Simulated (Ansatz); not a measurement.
# U-r2SCAN0/STO-3G run of AlOF2 (SMILES [O][Al]([F])[F])

Aim: the electronic atomisation energy of AlOF2 at U-r2SCAN0/STO-3G, from 4 runs. 

Program for the calculation: Ansatz 0.2.0.

61 further runs of the same task are left out: 15 that didn't finish, 46 set aside as unsound or not needed.

## 1. The system as given

The species is AlOF2 (4 atoms), meant as a doublet with charge 0. As SMILES, `[O][Al]([F])[F]`. Geometry: relaxed at PBE0-D4/def2-TZVP.

Bond lengths: O1–Al2 1.725 Å, Al2–F3 1.631 Å, Al2–F4 1.631 Å. Angles: O1–Al2–F3 119.0°, O1–Al2–F4 119.0°, F3–Al2–F4 122.1°.

## 2. A single-point energy at U-r2SCAN0/STO-3G

input.yaml reads:

```yaml
crystal:
  periodic: [false, false, false]
  atoms:
    - {symbol: O, position_ang: [0.682900, -0.910900, 1.260000]}
    - {symbol: Al, position_ang: [-0.000600, 0.004300, -0.032400]}
    - {symbol: F, position_ang: [-1.477200, -0.401600, -0.592500]}
    - {symbol: F, position_ang: [0.850400, 1.247900, -0.655300]}
basis:
  gaussian: {orbitals: STO-3G}
magnetization: {spin_polarized: true, initial_magnetization: 1}
hamiltonian: {xc: {name: r2SCAN0}}
accuracy: high
```

The run is started by

```console
$ ansatz run input.yaml --threads 1 --pin off --max-ram 2610MiB --events-out events.jsonl --progress --plain --runs-dir runs
```

Standard output:

```text
Warning: RAYON_NUM_THREADS=1 ignored (pool sized by the plan → 1); use --threads N
Functional definition: r2SCAN0
  name "r2SCAN0"
  parameter a = 0.25
  parameter k0 = 0.174
  parameter k1 = 0.065
  parameter a1 = 4.9479
  exchange = (1 - a)*r2scan_x(k0 = k0, k1 = k1, a1 = a1) + a*exact_x
  correlation = r2scan_c
447 factors; integrals over basis functions are off by at most 2.6e-8 eV
mean field evaluation 1: about -13885.7305 eV, gradient 1.9e1 eV
mean field evaluation 2: about -13886.6581 eV, gradient 1.8e1 eV
mean field evaluation 4: about -13888.7902 eV, gradient 4.1e-1 eV
mean field evaluation 8: about -13888.7690 eV, gradient 8.6e-3 eV
mean field evaluation 16: about -13888.7690 eV, gradient 4.7e-4 eV
mean field evaluation 32: about -13888.7459 eV, gradient 3.6e-1 eV
mean field -13888.76899761 eV, -510.4028465163 hartree, gradient 7.5e-8 eV, S^2 0.753778; 2 other end points of the search recorded, 0 dependent functions left out
reference -13888.76899799 eV, -510.4028465304 hartree; 20, 19 occupied and 4, 5 virtual orbitals, 447 factors
Total energy: -13888.76899799 eV, -510.4028465304 hartree
```

It took 9 s on 1 thread of Arm Neoverse V2, shared host; peak memory 0.25 GiB.

## 3. The Al atom, same level

input.yaml reads:

```yaml
crystal:
  periodic: [false, false, false]
  atoms:
    - symbol: Al
      position_ang: [0.000000, 0.000000, 0.000000]
basis:
  gaussian:
    orbitals: STO-3G
magnetization:
  spin_polarized: true
  initial_magnetization: 1
hamiltonian:
  xc: {name: r2SCAN0}
accuracy: high
```

The run is started by

```console
$ ansatz run input.yaml --threads 1 --pin off --max-ram 2610MiB --events-out events.jsonl --progress --plain --runs-dir runs
```

Standard output, shortened:

```text
Warning: RAYON_NUM_THREADS=1 ignored (pool sized by the plan → 1); use --threads N
[... 8 set-up lines as earlier in the session ...]
42 factors; integrals over basis functions are off by at most 1.7e-9 eV
mean field evaluation 1: about -6511.4762 eV, gradient 5.5e-1 eV
mean field evaluation 2: about -6511.4772 eV, gradient 6.9e-2 eV
mean field evaluation 4: about -6511.4782 eV, gradient 6.4e-3 eV
mean field evaluation 8: about -6511.4782 eV, gradient 2.8e-7 eV
mean field -6511.47818494 eV, -239.2924096581 hartree, gradient 1.8e-8 eV, S^2 0.750000; 0 other end points of the search recorded, 0 dependent functions left out
reference -6511.47818536 eV, -239.2924096734 hartree; 7, 6 occupied and 2, 3 virtual orbitals, 42 factors
Total energy: -6511.47818536 eV, -239.2924096734 hartree
```

It took 1 s on 1 thread of Arm Neoverse V2, shared host; peak memory 0.12 GiB.

## 4. The F atom, same level

molecule.yaml reads:

```yaml
basis:
  gaussian:
    orbitals: STO-3G
crystal:
  periodic: [false, false, false]
  atoms:
    - {symbol: F, position_ang: [0.000000, 0.000000, 0.000000]}
accuracy: high
magnetization:
  spin_polarized: true
  initial_magnetization: 1
hamiltonian:
  xc: {name: r2SCAN0}
```

Run the same way, it converges to -98.26148 Eh (log not shown).

## 5. The O atom, same level

molecule.yaml reads:

```yaml
crystal:
  periodic: [false, false, false]
  atoms:
    - {symbol: O, position_ang: [0.000000, 0.000000, 0.000000]}
basis:
  gaussian:
    orbitals: STO-3G
magnetization:
  spin_polarized: true
  initial_magnetization: 2
hamiltonian:
  xc: {name: r2SCAN0}
accuracy: high
```

The run is started by

```console
$ ansatz run molecule.yaml --threads 1 --pin off --max-ram 2610MiB --events-out events.jsonl --progress --plain --runs-dir runs
```

Standard output, shortened:

```text
Warning: RAYON_NUM_THREADS=1 ignored (pool sized by the plan → 1); use --threads N
[... 8 set-up lines as earlier in the session ...]
15 factors; integrals over basis functions are off by at most 1.1e-9 eV
mean field evaluation 1: about -2014.2704 eV, gradient 1.6e-10 eV
mean field evaluation 2: about -2014.2680 eV, gradient 1.5e-10 eV
mean field -2014.26800831 eV, -74.0229839857 hartree, gradient 0.0e0 eV, S^2 2.000000; 0 other end points of the search recorded, 0 dependent functions left out
reference -2014.26800839 eV, -74.0229839884 hartree; 5, 3 occupied and 0, 2 virtual orbitals, 15 factors
Total energy: -2014.26800839 eV, -74.0229839884 hartree
```

Wall time 0.46 s (1 thread of Arm Neoverse V2, shared host); peak memory 0.094 GiB.

## 6. Results

At U-r2SCAN0/STO-3G:

```
                     quantity          value
       molecule: total energy  -510.40285 Eh
               molecule: ⟨S²⟩          0.754
        Al atom: total energy  -239.29241 Eh
                Al atom: ⟨S²⟩          0.750
         F atom: total energy   -98.26148 Eh
                 F atom: ⟨S²⟩          0.750
         O atom: total energy   -74.02298 Eh
                 O atom: ⟨S²⟩          2.000
electronic atomisation energy      15.361 eV
```

Taking the molecule apart into free atoms costs 15.36 eV (1482 kJ/mol), before zero-point energy and without spin-orbit coupling. In a minimal basis such a difference can be off by several eV, whatever the method.
